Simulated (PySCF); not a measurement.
# Cd2⁺: changing the method

What do other methods print for Cd2⁺?

Computed with PySCF 2.14.0. Level: each script names its method and basis.

3 further runs of the same task are left out: 3 that didn't finish.

## Step 1: Starting geometry

Cd2⁺: 2 atoms, charge 1, spin multiplicity 2.

Bond lengths: Cd1–Cd2 2.610 Å.

## Step 2: Base script

Input file input.py:

```python
from pyscf import gto, dft

mol = gto.M(
    atom='Cd 0 0 0; Cd 0 0 2.61',
    basis='def2-svp',
    ecp={'Cd': 'def2-svp'},
    charge=1,
    spin=1,
    verbose=4,
)
mf = dft.UKS(mol, xc='wb97x')
mf.kernel()
mf.dip_moment()
print('orbital energies (hartree):', [e[max(0, n-3):n+3].round(4) for e, n in zip(mf.mo_energy, mol.nelec)])
```

Launch:

```bash
$ OMP_NUM_THREADS=1 python input.py
```

## Step 3: M06l

Edit 1 changes functional: wb97x → m06l.

Edit input.py of step 2 so:

```diff
@@ -10,3 +10,3 @@
 )
-mf = dft.UKS(mol, xc='wb97x')
+mf = dft.UKS(mol, xc='m06l')
 mf.kernel()
```

## Step 4: O3lyp

Edit 2 changes functional: wb97x → o3lyp.

Edit input.py of step 2 so:

```diff
@@ -10,3 +10,3 @@
 )
-mf = dft.UKS(mol, xc='wb97x')
+mf = dft.UKS(mol, xc='o3lyp')
 mf.kernel()
```

## Step 5: CASSCF (ROHF)

Edit 3 changes step after the SCF: none → casscf; SCF type: UKS → ROHF; functional: wb97x → none (Hartree–Fock); active space: none → 5 electrons in 5 orbitals.

Input file input.py:

```python
from pyscf import gto, scf, mcscf

mol = gto.M(
    atom='Cd 0 0 0; Cd 0 0 2.61',
    basis='def2-svp',
    ecp={'Cd': 'def2-svp'},
    charge=1,
    spin=1,
    verbose=4,
)
mf = scf.ROHF(mol)
mf.kernel()
mc = mcscf.CASSCF(mf, 5, 5)
mc.kernel()
mc.analyze()
mf.dip_moment()
print('orbital energies (hartree):', mf.mo_energy[..., max(0, mol.nelec[1]-3):mol.nelec[0]+3].round(4))
```

## Step 6: CASSCF (ROHF)

Edit 4 changes step after the SCF: none → casscf; SCF type: UKS → ROHF; functional: wb97x → none (Hartree–Fock); active space: none → 1 electrons in 2 orbitals.

Input file input.py:

```python
from pyscf import gto, scf, mcscf

mol = gto.M(
    atom='Cd 0 0 0; Cd 0 0 2.61',
    basis='def2-svp',
    ecp={'Cd': 'def2-svp'},
    charge=1,
    spin=1,
    verbose=4,
)
mf = scf.ROHF(mol)
mf.kernel()
mc = mcscf.CASSCF(mf, 2, 1)
mc.kernel()
mc.analyze()
mf.dip_moment()
print('orbital energies (hartree):', mf.mo_energy[..., max(0, mol.nelec[1]-3):mol.nelec[0]+3].round(4))
```

What does the calculation give? Wanted: for each run, E(SCF); from base; gap, α spin; after the SCF.

As calculated:

```
          run  E(SCF) (hartree)  from base (eV)  cycles  gap, α spin (eV)                 after the SCF
         base       -335.247443               0      10              8.01                           n/a
         m06l       -335.443321  not comparable      10              3.54                           n/a
        o3lyp       -335.614905  not comparable      10              3.82                           n/a
CASSCF (ROHF)       -333.444750  not comparable       9               n/a  CASSCF correlation -0.291 eV
CASSCF (ROHF)       -333.444750  not comparable       9               n/a                           n/a
```

In words: The α-spin gap between the frontier levels is 3.5 eV with m06l (0 % exact exchange) and 3.8 eV with o3lyp (12 %). A lower total energy from another functional means nothing by itself.
